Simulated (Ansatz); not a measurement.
# Te2Mo: the cost of one run

Method: DFT LDA, spin-orbit coupling, plane waves, PAW, and further levels as typed in the inputs, in Ansatz 0.2.0.

### Step 1. The starting structure

It takes space group P6_3/mmc (No. 194, hexagonal). The conventional cell has a = 3.520 Å, b = 3.520 Å, c = 13.970 Å, α = 90.00°, β = 90.00°, γ = 120.00°. Around Mo (site symmetry -6m2) lie 6 Te at 2.72 Å. Te (site symmetry 3m) has 3 Mo at 2.72 Å as nearest neighbours.

As a file:

```
Mo Te
1.0
     3.52000    0.00000    0.00000
    -1.76000    3.04841    0.00000
     0.00000    0.00000   13.97000
Mo Te
2 4
Direct
  0.33333 0.66667 0.25000
  0.66667 0.33333 0.75000
  0.66667 0.33333 0.37956
  0.66667 0.33333 0.12044
  0.33333 0.66667 0.87956
  0.33333 0.66667 0.62044
```

### Step 2. Single point: Te2Mo

input.yaml

```yaml
crystal:
  lattice:
    - [3.52, 0.0, 0.0]
    - [-1.76, 3.0484094213, 0.0]
    - [0.0, 0.0, 13.97]
  atoms:
    - { symbol: Mo, position: [0.3333333333, 0.6666666667, 0.25] }
    - { symbol: Mo, position: [0.6666666667, 0.3333333333, 0.75] }
    - { symbol: Te, position: [0.6666666667, 0.3333333333, 0.37956335] }
    - { symbol: Te, position: [0.6666666667, 0.3333333333, 0.12043665] }
    - { symbol: Te, position: [0.3333333333, 0.6666666667, 0.87956335] }
    - { symbol: Te, position: [0.3333333333, 0.6666666667, 0.62043665] }
scf:
  occupations: { method: gaussian, width: 0.01 }
  n_extra_bands: 8
output:
  eigenvalues: true
  eigenstates:
    kpoints:
      - [0.0, 0.0, 0.0]
      - [0.016667, 0.016667, 0.0]
      - [0.033333, 0.033333, 0.0]
      - [0.05, 0.05, 0.0]
      - [0.066667, 0.066667, 0.0]
      - [0.1, 0.1, 0.0]
      - [0.133333, 0.133333, 0.0]
      - [0.166667, 0.166667, 0.0]
      - [0.2, 0.2, 0.0]
      - [0.233333, 0.233333, 0.0]
      - [0.25, 0.25, 0.0]
      - [0.266667, 0.266667, 0.0]
      - [0.283333, 0.283333, 0.0]
      - [0.3, 0.3, 0.0]
      - [0.316667, 0.316667, 0.0]
      - [0.333333, 0.333333, 0.0]
      - [0.35, 0.35, 0.0]
      - [0.366667, 0.366667, 0.0]
      - [0.383333, 0.383333, 0.0]
      - [0.4, 0.4, 0.0]
      - [0.025, 0.0, 0.0]
      - [0.05, 0.0, 0.0]
      - [0.075, 0.0, 0.0]
      - [0.1, 0.0, 0.0]
      - [0.5, 0.0, 0.0]
    top_band: c8
    e_range: [-2.5, 3]
  write_density: true
  write_potential: true
  elf: true
  volumetric_format: npy
kpoints:
  mp_grid: { grid: [12, 12, 4] }
hamiltonian:
  xc: lda
  pseudopotentials: { kind: paw_fr }
magnetization:
  noncollinear: true
  spin_orbit: true
```

The run is started by

```
$ ansatz run input.yaml --threads 8 --pin off --max-ram 24576MiB --backend cpu --events-out ev --progress --plain --runs-dir out
```

Q: Estimate wall time and peak memory on 8 threads of Intel Xeon Platinum 8259CL at 2.50GHz (Skylake/Cascade Lake), shared host.

About 36 s, with a peak of 2.6 GiB.
